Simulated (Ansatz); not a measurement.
CH6Al2O, SMILES O[CH]([AlH2])[AlH2], a ladder of methods at one geometry

Computed with Ansatz 0.2.0 through its Python package.

Input file `ch6al2o.xyz`:
```text
10

O    -1.13570    0.29730   -1.32930
C    -0.72400    0.09270   -0.04260
Al    0.11040   -1.70550    0.08700
Al    0.62980    1.52700    0.56140
H    -0.39220    0.31970   -1.95980
H    -1.58450    0.12180    0.65250
H     0.25080   -2.65240   -1.17760
H     0.76460   -2.18400    1.49610
H     0.23970    2.38380    1.91980
H     1.92420    1.74840   -0.20460
```

The cells in order, each with its output:

```python
from pathlib import Path

import ansatz as az
import numpy as np

molecule = az.Crystal.molecule_from_extxyz('ch6al2o.xyz')
```

```python
calculation = molecule.calculation().basis(gaussian='def2-SVP')

print('functional    E (Ha)        dipole (D)   HOMO (eV)  LUMO (eV)')
for name in ['cam_b3lyp', 'pbe', 'pbe0', 'revpbe']:
    r = calculation.functional(name).forces().orbitals().run(threads=1, runs_dir='runs').report
    lines = Path(r['orbitals_path']).read_text().splitlines()
    field_of = lambda key: [line.split('=')[1].strip() for line in lines if line.startswith(key)]
    orbitals = [(27.211386 * float(e), s, float(n)) for e, s, n in zip(field_of('Ene='), field_of('Spin='), field_of('Occup='))]
    homo = max(e for e, _, n in orbitals if n > 0.5)
    lumo = min(e for e, _, n in orbitals if n < 0.5)
    dipole = 4.803205 * np.linalg.norm(r['charge_distribution']['dipole_moment_e_ang'])
    print(f'{name:10s} {r["free_energy_ev"] / 27.211386246:14.6f} {dipole:9.3f} {homo:11.3f} {lumo:10.3f}')
```

    functional    E (Ha)        dipole (D)   HOMO (eV)  LUMO (eV)
    cam_b3lyp     -601.431314     1.005      -7.101     -1.008
    pbe           -601.055059     1.087      -4.594     -2.717
    pbe0          -601.113694     1.021      -5.840     -1.974
    revpbe        -601.332107     1.090      -4.541     -2.592

Total energies depend on the basis set; only differences at equal settings carry meaning. The geometry is a force-field or estimated start, not a minimum of this method, and the basis set is short of its limit. A lower total doesn't mark the better method: functionals have no common bound, and MP2 and coupled cluster aren't variational. Levels such as HOMO and LUMO are orbital energies: with these approximate functionals they aren't the ionisation energy and electron affinity, and their gap isn't the fundamental gap. Run time: 13 s on 1 thread of Arm Neoverse V2, on a shared host, peak memory 0.27 GiB.
